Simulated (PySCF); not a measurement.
**A diatomic session: SbF−**

An exercise on one series of results from a longer session: the logs are not shown, and one member is left open.

Method: Sb def2-TZVPPD with ECP28, F def2-TZVPPD, scalar-relativistic core potentials; program: PySCF 2.14.0.

Set-up of the first run:

A driver script around PySCF takes these settings:

```json
{"atoms": "Sb, F", "charge": "-1", "basis": "Sb def2-TZVPPD with ECP28, F def2-TZVPPD", "Hamiltonian": "scalar-relativistic core potentials", "basis functions": "96", "electrons treated": "33", "masses in u": "120.9038, 18.9984", "levels": "PBE0, PBE, r²SCAN, BP86, B97-3, M06-L, M06-2X, BHandHLYP, LC-ωPBE, HF, MP2, SCS-MP2, CCSD, CCSD(T)", "grid": "80 radial by 434 angular points", "occupations": "held fixed by the projection of orbital angular momentum", "dissociation limit": "Sb + F−, each in its ground configuration", "starting distance in angstrom": "2.080", "values of 2S to try": "1, 3"}
```

Command:

```sh
> OMP_NUM_THREADS=2 python dia.py task.json out
```

Steps of the session up to this table: The job; PBE0 along the bond; Higher solutions at PBE0; PBE (GGA); r²SCAN (meta-GGA); BP86 (GGA); B97-3; M06-L (meta-GGA); M06-2X (hybrid meta-GGA); BHandHLYP (global hybrid GGA); LC-ωPBE (range-separated hybrid); UHF (mean field); Correlated methods on the Hartree–Fock reference.

One of the session's tables, all rows but one given; the rest of the session is left out.

Energy (eV) from each level's lowest point:

| R (Å) | UHF | UHF-MP2 | UHF-SCS-MP2 | UHF-CCSD | UHF-CCSD(T) |
| --- | --- | --- | --- | --- | --- |
| 1.736 | 0.802 | 0.956 | 0.974 | n/a | n/a |
| 1.817 | 0.308 | 0.413 | 0.426 | 0.384 | 0.409 |
| 1.898 | ? | ? | ? | ? | ? |
| 1.958 | 0.000 | 0.028 | 0.032 | 0.020 | 0.027 |
| 2.019 | 0.001 | 0.000 | 0.000 | 0.000 | 0.000 |
| 2.080 | 0.050 | 0.024 | 0.020 | 0.031 | 0.024 |
| 2.160 | 0.168 | 0.111 | 0.103 | 0.127 | 0.111 |
| 2.261 | 0.363 | 0.278 | 0.264 | 0.301 | 0.276 |
| 2.382 | 0.628 | 0.522 | 0.501 | 0.550 | 0.515 |
| 2.544 | 0.986 | 0.869 | 0.840 | n/a | n/a |

Estimate the missing values for R (Å) = 1.898.

Worked estimate for «UHF». A straight line through the neighbours (1.817, 0.308) and (1.958, 0.000) gives 0.308 + (0.000 − 0.308) × (1.898 − 1.817) / (1.958 − 1.817) = 0.131; a parabola fitted to 4 rows on both sides gives 0.054.

**Answer.** UHF: 0.067; UHF-MP2: 0.127; UHF-SCS-MP2: 0.134; UHF-CCSD: 0.110; UHF-CCSD(T): 0.124. In «UHF» the line misses by +0.064 and the parabola by -0.013.
